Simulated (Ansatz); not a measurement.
Write a Python script for Ansatz 0.2.0, Python API that makes a single point in a Gaussian basis of C2H6N2Si, SMILES N#CC[SiH2]N. Use: PBE0, cc-pVDZ basis, multiplicity 1.

```xyz
11

N     2.4454    0.6919   -1.1618
C     1.7100    0.0113   -0.5828
C     0.7801   -0.8503    0.1490
Si   -0.6529    0.1640    0.7911
N    -1.5681    0.8644   -0.5784
H     0.3977   -1.6417   -0.5280
H     1.3087   -1.3204    1.0035
H    -1.5433   -0.7026    1.5770
H    -0.1462    1.2458    1.6486
H    -1.8283    0.0708   -1.2056
H    -0.9030    1.4669   -1.1127
```

Script `c2h6n2si.py`:
```python
'''Single point of C2H6N2Si in a Gaussian basis.'''

from pathlib import Path
import json

import ansatz as az


def main() -> None:
    mol = (
        az.Crystal.molecule()
        .atom('N', (2.4454, 0.6919, -1.1618))
        .atom('C', (1.71, 0.0113, -0.5828))
        .atom('C', (0.7801, -0.8503, 0.149))
        .atom('Si', (-0.6529, 0.164, 0.7911))
        .atom('N', (-1.5681, 0.8644, -0.5784))
        .atom('H', (0.3977, -1.6417, -0.528))
        .atom('H', (1.3087, -1.3204, 1.0035))
        .atom('H', (-1.5433, -0.7026, 1.577))
        .atom('H', (-0.1462, 1.2458, 1.6486))
        .atom('H', (-1.8283, 0.0708, -1.2056))
        .atom('H', (-0.903, 1.4669, -1.1127))
    )

    model = (
        mol.calculation()
        .basis(gaussian='cc-pVDZ')
        .functional('pbe0')
        .orbitals()
    )
    res = model.run(threads=1, runs_dir='runs')
    summary = res.report

    print('reference energy %16.6f eV' % summary['reference_energy_ev'])
    print('total energy     %16.6f eV' % summary['free_energy_ev'])
    print('occupied (up, down):', summary['n_occupied'], ' virtual:', summary['n_virtual'], ' frozen:', summary['n_frozen'])

    field = summary['mean_field']
    print('<S^2> =', round(abs(field['state']['spin_squared']), 4), ' relativity:', field['relativity'])
    print('passes:', field['passes'])
    if 'symmetry' in field:
        print('occupied orbitals by irrep:', field['symmetry']['occupied'])

    lines = Path(summary['orbitals_path']).read_text().splitlines()
    field_of = lambda key: [line.split('=')[1].strip() for line in lines if line.startswith(key)]
    orbitals = [(27.211386 * float(e), s, float(n)) for e, s, n in zip(field_of('Ene='), field_of('Spin='), field_of('Occup='))]
    homo = max(e for e, _, n in orbitals if n > 0.5)
    lumo = min(e for e, _, n in orbitals if n < 0.5)
    print(f'HOMO {homo:.3f} eV, LUMO {lumo:.3f} eV, gap {lumo - homo:.3f} eV')
    with open('c2h6n2si.json', 'w') as handle:
        json.dump({k: summary[k] for k in ('free_energy_ev', 'reference_energy_ev', 'n_occupied', 'n_virtual')}, handle, indent=1)


if __name__ == '__main__':
    main()
```

`python c2h6n2si.py` gives:
```text
reference energy    -13020.208520 eV
total energy        -13020.208520 eV
occupied (up, down): [23, 23]  virtual: [81, 81]  frozen: 0
<S^2> = 0.0  relativity: none
passes: {'evaluations': 16, 'products': 12}
occupied orbitals by irrep: [{'A': 23}, {'A': 23}]
HOMO -7.753 eV, LUMO 0.502 eV, gap 8.255 eV
```

File `c2h6n2si.json` afterwards:
```json
{
 "free_energy_ev": -13020.208520013679,
 "reference_energy_ev": -13020.208520013679,
 "n_occupied": [
  23,
  23
 ],
 "n_virtual": [
  81,
  81
 ]
}
```

What to keep in mind:
- Total energies depend on the basis set; only differences at equal settings carry meaning.
- The geometry is a force-field or estimated start, not a minimum of this method, and the basis set is short of its limit.
- Levels such as HOMO and LUMO are orbital energies: with these approximate functionals they aren't the ionisation energy and electron affinity, and their gap isn't the fundamental gap.
- Run time: 3.4 s on 1 thread of Intel(R) Xeon(R) Platinum 8375C CPU @ 2.90GHz (Ice Lake), with other jobs on the host, peak memory 0.26 GiB.

(Lines on the test bed's own set-up are left out of the output.)
